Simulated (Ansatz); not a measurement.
Al, space group Fm-3m: an all-electron equation of state, run with Ansatz's Python interface.

Script `al.py`:
```python
import warnings

import ansatz as az
from ase.eos import EquationOfState
from ase.units import GPa
import numpy as np

XC = "PBE"
KGRID = (12, 12, 12)

vectors0 = np.array([
    [0.0, 2.024805, 2.024805],
    [2.024805, 0.0, 2.024805],
    [2.024805, 2.024805, 0.0],
])
sites = [
    ("Al", (0.0, 0.0, 0.0)),
]


def crystal_on(cell):
    crystal = az.Crystal(lattice=az.Lattice.of(cell))
    for symbol, position in sites:
        crystal = crystal.atom(symbol, position)
    return crystal


def main() -> None:
    warnings.simplefilter("ignore", az.DeckWarning)

    volumes, energies = [], []
    for scale in np.linspace(0.94, 1.06, 5):
        cell = vectors0 * scale ** (1 / 3)
        setup = (
            crystal_on(cell).calculation()
            .functional(XC)
            .occupations(az.OccupationsMethod.FERMI_DIRAC)
            .kpoints(*KGRID)
            .pseudopotentials("all_electron", lapw=True, basis_error=0.001)
        )
        r = setup.run(threads=1).report
        volumes.append(abs(np.linalg.det(cell)) / len(sites))
        energies.append(r["free_energy_ev"] / len(sites))
        print(f"{scale:.3f} {volumes[-1]:9.4f} A^3/atom {energies[-1]:16.5f} eV/atom  (estimated basis error {1000 * r['lapw_basis_errors']['total_ev_per_atom']:.2f} meV/atom)")
    v0, e0, bulk = EquationOfState(volumes, energies, eos="birchmurnaghan").fit()
    print(f"V0 = {v0:.4f} A^3/atom, B0 = {bulk / GPa:.1f} GPa")


if __name__ == "__main__":
    main()
```

From its runs, with one value withheld:

| V (Å³/atom) | F less the lowest row shown (meV/atom) |
| --- | --- |
| 15.607 | 13.56 |
| 16.105 | 2.57 |
| 16.603 | 0.00 |
| 17.101 | ? |
| 17.599 | 15.26 |

What is the missing energy at 17.101 Å³ an atom?

A third-order Birch-Murnaghan fit, E = E0 + (9 V0 B0 / 16) [(t - 1)³ B' + (t - 1)² (6 - 4t)] with t = (V0/V)^(2/3), through the 4 rows shown gives V0 = 16.520 Å³, B0 = 78.2 GPa, B' = 4.34 and E0 = -0.10 meV. At V = 17.101 Å³, t = 0.97724, and the fit interpolates to 4.58 meV. The run gave 4.59 meV, a miss of 0.01 meV.

For a metal this k-point mesh is coarse: on a finer one energies can move by several to tens of meV an atom and pressures by half a GPa or more, differences at one mesh by less. Finished in 5.6 s on 1 thread of Arm Neoverse V2, on a shared host, peak memory 0.28 GiB.
